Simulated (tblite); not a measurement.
# C2H9B3N3: the cost of one run

Computed with tblite 0.8.0 and PySCF 2.14.0, with density-fitted response routines of our own, on a single molecule in the gas phase. Atoms are numbered from 0 throughout.

### Step 1. The molecule as given

17 atoms, charge 0, multiplicity 2; geometry from: force field or distance geometry start.

Bonds of the start (Å): C0–B1 1.57, B1–N2 1.55, N2–B3 1.52, B3–N4 1.53, N4–B5 1.54, B5–N6 1.54, N6–C7 1.47, N6–B1 1.53, C0–H8 1.11, C0–H9 1.11, C0–H10 1.11, N2–H11 1.05, B3–H12 1.17, N4–H13 1.03, C7–H14 1.11, C7–H15 1.12, C7–H16 1.11.

### Step 2. Relaxing the molecule with GFN2-xTB

What the job is given:

```
{"job": {"kind": "relax", "xc": "GFN2-xTB", "basis": "xTB"}, "charge": 0, "multiplicity": 2}
C     -0.492300     2.241800    -0.516700
B     -0.043400     0.779600    -0.143800
N      1.146600     0.568800     0.830800
B      2.081700    -0.436500     0.175700
N      1.534400    -1.758200    -0.370500
B      0.344400    -1.392900    -1.275500
N     -0.743500    -0.430100    -0.778200
C     -1.596100    -1.098700     0.215300
H     -1.558800     2.379300    -0.228300
H      0.118900     2.988500     0.024200
H     -0.394400     2.391300    -1.611500
H      0.749400     0.119500     1.689900
H      3.234500    -0.214600     0.135800
H      1.160600    -2.298100     0.428400
H     -2.116900    -1.964100    -0.255500
H     -2.401900    -0.407200     0.568000
H     -1.030300    -1.456400     1.101900
```

Started as:

```
$ OMP_NUM_THREADS=1 python probes_run.py task.json out
```

This one command runs all jobs of the session in turn.

**Question.** How long does this first job take on 1 thread of Intel Xeon at 2.50GHz, shared host?

About 3 s.
